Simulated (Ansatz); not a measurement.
**CH₄BFS: small, medium and large basis sets**

One table from this session's results is given with a row withheld; the runs are named, their logs left out.

Program: Ansatz 0.2.0, Gaussian basis. Level of theory: one geometry, several basis sets. These are calculated values, not measurements.

Levels to be run: PBE0-D4/def2-SVP; ωB97M-V/def2-SVP; PBE0-D4/def2-QZVPP; ωB97M-V/def2-QZVPP; the functionals' def2-TZVPP values are taken from earlier runs.

### The geometry

The geometry comes from an earlier relaxation with PBE0-D4 in a triple-zeta def2 set; it is a stationary point, not always the lowest conformer.

8 atoms, charge 0, spin multiplicity 1.

Atoms are counted from 1 here; the program's logs count them from 0.

Bond lengths: B1–C2 1.544 Å, B1–S4 2.067 Å, B1–H5 1.194 Å, B1–H6 1.194 Å, C2–F3 1.351 Å, C2–S4 1.894 Å, C2–H7 1.088 Å, S4–H8 1.343 Å. Angles: C2–B1–S4 61.2°, C2–B1–H5 118.8°, C2–B1–H6 117.5°, S4–B1–H5 110.3°, S4–B1–H6 106.1°, H5–B1–H6 122.4°, B1–C2–F3 121.9°, B1–C2–S4 73.1°, B1–C2–H7 124.1°, F3–C2–S4 110.2°, F3–C2–H7 110.0°, S4–C2–H7 108.5°, B1–S4–C2 45.6°, B1–S4–H8 100.0°, C2–S4–H8 96.0°.

Set-up of the first run:

in.yaml reads:

```yaml
crystal:
  periodic: [false, false, false]
  atoms:
    - {symbol: B, position_ang: [-0.410112, 0.835169, -0.209236]}
    - {symbol: C, position_ang: [0.795941, -0.092842, 0.053372]}
    - {symbol: F, position_ang: [1.685921, 0.155823, 1.039407]}
    - {symbol: S, position_ang: [-0.731688, -0.964604, 0.755423]}
    - {symbol: H, position_ang: [-0.921590, 0.823206, -1.287569]}
    - {symbol: H, position_ang: [-0.635627, 1.686946, 0.596866]}
    - {symbol: H, position_ang: [1.244944, -0.736579, -0.699927]}
    - {symbol: H, position_ang: [-0.935690, -1.764219, -0.304235]}
basis:
  gaussian: {orbitals: def2-SVP}
hamiltonian: {xc: pbe0, dispersion: d4}
output: {orbitals: {seedname: orbitals}}
```

Command:

```bash
$ ansatz run in.yaml --threads 2 --pin off --events-out ev --progress --plain --max-ram 4352MiB
```

Among the steps run: PBE0-D4 in def2-SVP; ωB97M-V in def2-SVP; PBE0-D4 in def2-QZVPP; ωB97M-V in def2-QZVPP.

One of the session's tables, all rows but one given; the rest of the session is left out.

It belongs to the step «Density functionals: the series». 

| functional | basis | HOMO (eV) |
| --- | --- | --- |
| PBE0-D4 | def2-SVP | -8.35 |
| PBE0-D4 | def2-TZVPP | ? |
| PBE0-D4 | def2-QZVPP | -8.42 |
| ωB97M-V | def2-SVP | -10.54 |
| ωB97M-V | def2-TZVPP | -10.62 |
| ωB97M-V | def2-QZVPP | -10.64 |

Q: Estimate the row for PBE0-D4, def2-TZVPP from the others.

**Answer.** HOMO (eV): -8.40. In the column «HOMO (eV)» it lies between PBE0-D4, def2-QZVPP (-8.42) and PBE0-D4, def2-SVP (-8.35).
